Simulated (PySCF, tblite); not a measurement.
# C₄H₈PSi radical: geometry, infrared bands and EPR parameters

Aim: predict the infrared bands and EPR parameters of C₄H₈PSi radical (`CCC#C[SiH]P`).

Computed with tblite 0.8.0 and PySCF 2.14.0, with density-fitted response routines of our own, on a single molecule in the gas phase. Atoms count from 0, in the outputs and in this text.

## 1. The starting structure

14 atoms, charge 0, multiplicity 2; geometry from: force field or distance geometry start.

Bonds of the start (Å): C0–C1 1.49, C1–C2 1.47, C2–C3 1.23, C3–Si4 1.81, Si4–P5 2.19, C0–H6 1.09, C0–H7 1.13, C0–H8 1.13, C1–H9 1.12, C1–H10 1.13, Si4–H11 1.46, P5–H12 1.45, P5–H13 1.45.

## 2. Optimising the geometry with GFN2-xTB

What the job is given:

```
{"job": {"kind": "relax", "xc": "GFN2-xTB", "basis": "xTB"}, "charge": 0, "multiplicity": 2}
C     -2.656400     0.064900     0.371500
C     -1.461400     0.684600     1.002900
C     -0.305100     0.606700     0.102500
C      0.638800     0.580100    -0.679100
Si     2.055900     0.539800    -1.801700
P      3.858500     0.488800    -0.551500
H     -2.400700    -0.801100    -0.240100
H     -3.430900    -0.192000     1.147700
H     -3.201100     0.768000    -0.319100
H     -1.662200     1.769100     1.197600
H     -1.196100     0.194600     1.984500
H      1.945800    -0.620000    -2.681000
H      4.194600    -0.901500    -0.302400
H      3.619500     1.097500     0.746200
```

The run is started by

```
$ OMP_NUM_THREADS=1 python probes_run.py task.json out
```

The driver reads the jobs from task.json and runs them one after another.

**Question.** This job is followed by: GFN2-xTB harmonic vibrations, gas phase; UKS B3LYP, pcH-1 on C H P Si, non-relativistic, mean-field spin-orbit, GIAO. Predict these results of the whole session: strongest single infrared mode (GFN2-xTB); zero-point energy (GFN2-xTB); g(iso) (B3LYP); ⟨S²⟩; largest a(iso) (averaged by class); potential on the surface of density 0.002 e/bohr³, 1st and 99th percentile.

As calculated:

| quantity | value |
| --- | --- |
| strongest single infrared mode (GFN2-xTB) | 2166 cm⁻¹, 282 km/mol |
| zero-point energy (GFN2-xTB) | 62.6 kcal/mol |
| g(iso) (B3LYP) | 2.00361 |
| ⟨S²⟩ | 0.754 (exact 0.75) |
| largest a(iso) (averaged by class) | 29Si on Si4, -490.7 MHz |
| potential on the surface of density 0.002 e/bohr³, 1st and 99th percentile | -0.84 V and 0.90 V |

Over 170 steps the energy fell by 0.838 eV; of the close pairs, P5–H13 changed most, 1.453 to 1.385 Å. The lowest mode is slightly imaginary (9i cm⁻¹), a soft motion within the noise of the Hessian, so the minimum is not strictly shown. The strongest single mode, at 2166 cm⁻¹, moves mainly H11. Unscaled tight-binding wavenumbers are off by several per cent, some by more. Its intensities can rank the bands wrongly. Most of the unpaired spin sits on Si4 (0.80 e). The isotropic g lies 1.3 ppt above the free-electron value. These values are for one conformer; the search (at its own cheap level) found 2 more, at 0.05, 0.08 kcal/mol, and measured spectra average over such forms.
